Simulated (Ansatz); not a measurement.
# TiAl3 (Pm-3m): test of the smearing width, by script

All numbers are computed with the Python package of Ansatz 0.2.0. Level of theory: DFT r2SCAN, plane waves, PAW.

**1. The structure**

It takes space group Pm-3m (No. 221, cubic). Conventional cell: a = 3.956 Å, b = 3.956 Å, c = 3.956 Å, α = 90.00°, β = 90.00°, γ = 90.00°. Ti (site symmetry m-3m) is surrounded by 12 Al at 2.80 Å. Around Al (site symmetry 4/mmm) lie 4 Ti at 2.80 Å and 8 Al at 2.80 Å.

No structure file is read: the coordinates are typed or built in the script.

**2. The code**

smear_tial3.py reads:

```python
"""Smearing width test for TiAl3."""

import ansatz as az
import matplotlib.pyplot as plt
from pymatgen.core import Lattice, Structure
from pymatgen.io.ase import AseAtomsAdaptor


def main() -> None:
    pmg_structure = Structure(
        Lattice([(3.955671, 0.0, 0.0), (0.0, 3.955671, 0.0), (0.0, 0.0, 3.955671)]),
        ["Ti", "Al", "Al", "Al"],
        [
            (0.0, 0.0, 0.0),
            (0.5, 0.5, 0.0),
            (0.5, 0.0, 0.5),
            (0.0, 0.5, 0.5),
        ],
    )
    crystal = az.Crystal.from_ase(AseAtomsAdaptor.get_atoms(pmg_structure))

    calculation = (
        crystal.calculation()
        .functional(az.Functional.R2SCAN)
        .basis(37 * az.Ry)
        .kpoints(mesh=(7, 7, 7), center="gamma")
    )

    rows = []
    for value in [0.3, 0.2, 0.1, 0.05]:
        data = calculation.occupations("cold", width=value).run().report
        rows.append((value, data["free_energy_ev"] / len(data["lattice"]["sites"]), data["n_iterations"], data["n_kpoints"]))

    print("  width (eV)   F/atom (eV)    iterations      k-points")
    for row in rows:
        print(f"{str(row[0]):>12s}  {row[1]:12.5f}  {row[2]:12d}  {row[3]:12d}")

    # differences from the last row
    for row in rows[:-1]:
        shift = 1000 * (row[1] - rows[-1][1])
        print(f"{row[0]}: {shift:+.2f} meV/atom" + ("  (within 2 meV)" if abs(shift) < 2 else ""))
    plt.figure(figsize=(4.5, 3))
    plt.plot([str(row[0]) for row in rows], [1000 * (row[1] - rows[-1][1]) for row in rows], "o-")
    plt.xlabel("width (eV)")
    plt.ylabel("F - F(last) (meV/atom)")
    plt.tight_layout()
    plt.savefig("smear.png", dpi=100)


if __name__ == "__main__":
    main()
```

**3. The run**

Run with:

```console
$ python smear_tial3.py
```

What time and memory should one allow on 1 thread of Arm Neoverse V1, shared host?

About 13 s, with a peak of 0.54 GiB.
